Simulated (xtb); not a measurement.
# C2H5BF2 (ethylidifluoroborane) at GFN1-xTB

We compute a geometry optimisation of C2H5BF2 (ethylidifluoroborane). 

The results are computed with xtb 6.7.1.

2 further runs of the same task are left out: 2 set aside as unsound or not needed.

### Step 1. The structure to begin with

The species is C2H5BF2 (10 atoms), meant as a singlet with charge 0. SMILES: `CCB(F)F`. All atoms were displaced at random from a relaxed shape. The run starts from this shape.

Bond lengths: C1–C2 1.487 Å, C2–B3 1.547 Å, B3–F4 1.419 Å, B3–F5 1.115 Å, C1–H6 1.146 Å, C1–H7 1.126 Å, C1–H8 1.077 Å, C2–H9 1.049 Å, C2–H10 1.192 Å. Some angles: C1–C2–B3 122.7°, C2–B3–F4 115.2°, C2–B3–F5 136.1°, F4–B3–F5 108.4°, C1–C2–H9 109.6°, C1–C2–H10 105.5°, B3–C2–H9 109.2°, B3–C2–H10 103.0°, C2–C1–H6 116.9°, C2–C1–H7 109.9°.

### Step 2. A geometry optimisation at GFN1-xTB

File xtb.inp:

```
$opt
   hessian=old
$end
```

File mol.xyz:

```xyz
10
C2H5BF2
C     -1.115960    -0.234690    -0.270690
C      0.367100    -0.181310    -0.357490
B      1.235300     0.610480     0.648060
F      0.516500     1.278270     1.672780
F      2.325660     0.732950     0.846500
H     -1.659610    -0.863810    -1.059880
H     -1.427010    -0.610190     0.744550
H     -1.597710     0.722240    -0.376330
H      0.653780     0.070780    -1.334350
H      0.735140    -1.304370    -0.202500
```

Launch:

```bash
$ xtb --uhf 0 -I xtb.inp --gfn 1 --opt tight -P 1 -- mol.xyz > run.log 2> xtb.err
```

**Question.** What will come out? Wanted: total energy at the end; dipole moment; HOMO energy; LUMO energy; HOMO–LUMO gap; dispersion energy.

**Answer.** As computed:

Level: GFN1-xTB.

| quantity | value |
| --- | --- |
| total energy at the end | -18.71819 Eh |
| dipole moment | 2.19 D |
| HOMO energy | -13.00 eV |
| LUMO energy | -6.40 eV |
| HOMO–LUMO gap | 6.60 eV |
| dispersion energy | -6.31 kJ/mol |

**Reading.** At the final geometry: Bond lengths: C1–C2 1.532 Å, C2–B3 1.555 Å, B3–F4 1.330 Å, B3–F5 1.331 Å, C1–H6 1.090 Å, C1–H7 1.090 Å, C1–H8 1.090 Å, C2–H9 1.095 Å, C2–H10 1.095 Å. Some angles: C1–C2–B3 113.4°, C2–B3–F4 123.1°, C2–B3–F5 122.2°, F4–B3–F5 114.7°, C1–C2–H9 109.8°, C1–C2–H10 109.7°, B3–C2–H9 109.0°, B3–C2–H10 108.8°, C2–C1–H6 110.4°, C2–C1–H7 110.3°. The optimisation took 11 steps and changed the energy by -1.983 eV.
